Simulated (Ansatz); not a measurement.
# BrGeH3O: the cost of one run

Program: Ansatz 0.2.0. Level of theory: RKS PBE0-D4/def2-mTZVP. These are calculated values, not measurements.

1 further run of the same task is left out (it didn't finish).

**1. The starting structure**

Bond lengths: O1–Ge2 1.799 Å, Ge2–Br3 2.351 Å, O1–H4 0.994 Å, Ge2–H5 1.567 Å, Ge2–H6 1.553 Å. Angles: O1–Ge2–Br3 111.1°, O1–Ge2–H5 108.3°, O1–Ge2–H6 108.9°, Br3–Ge2–H5 109.5°, Br3–Ge2–H6 109.4°, H5–Ge2–H6 109.6°, Ge2–O1–H4 99.7°.

Structure file:

```xyz
6

O    -0.5575   -1.3905    0.1413
Ge    0.3161    0.1819    0.1628
Br   -1.1760    1.9843   -0.0648
H    -0.9590   -1.3468   -0.7674
H     1.3368    0.1943   -1.0256
H     1.0817    0.3128    1.5074
```

**2. Relaxing end A**

File input.yaml:

```yaml
crystal:
  periodic: [false, false, false]
  atoms:
    - { symbol: O, position_ang: [-0.5575, -1.3905, 0.1413] }
    - { symbol: Ge, position_ang: [0.3161, 0.1819, 0.1628] }
    - { symbol: Br, position_ang: [-1.176, 1.9843, -0.0648] }
    - { symbol: H, position_ang: [-0.959, -1.3468, -0.7674] }
    - { symbol: H, position_ang: [1.3368, 0.1943, -1.0256] }
    - { symbol: H, position_ang: [1.0817, 0.3128, 1.5074] }
basis:
  gaussian: { orbitals: def2-mTZVP }
hamiltonian:
  xc: pbe0
  dispersion: d4
relax:
  f_tol: 0.02
  max_steps: 50
output:
  orbitals: {}
```

Run with:

```
$ ansatz run input.yaml --threads 2 --pin off --max-ram 3072MiB --backend cpu --events-out ev --progress --plain --runs-dir out
```

**Question.** How long does this run take on 2 threads of Intel Xeon Platinum 8175M at 2.50GHz (Skylake/Cascade Lake), shared host, and how much memory does it need?

About 24 s, with a peak of 0.27 GiB.
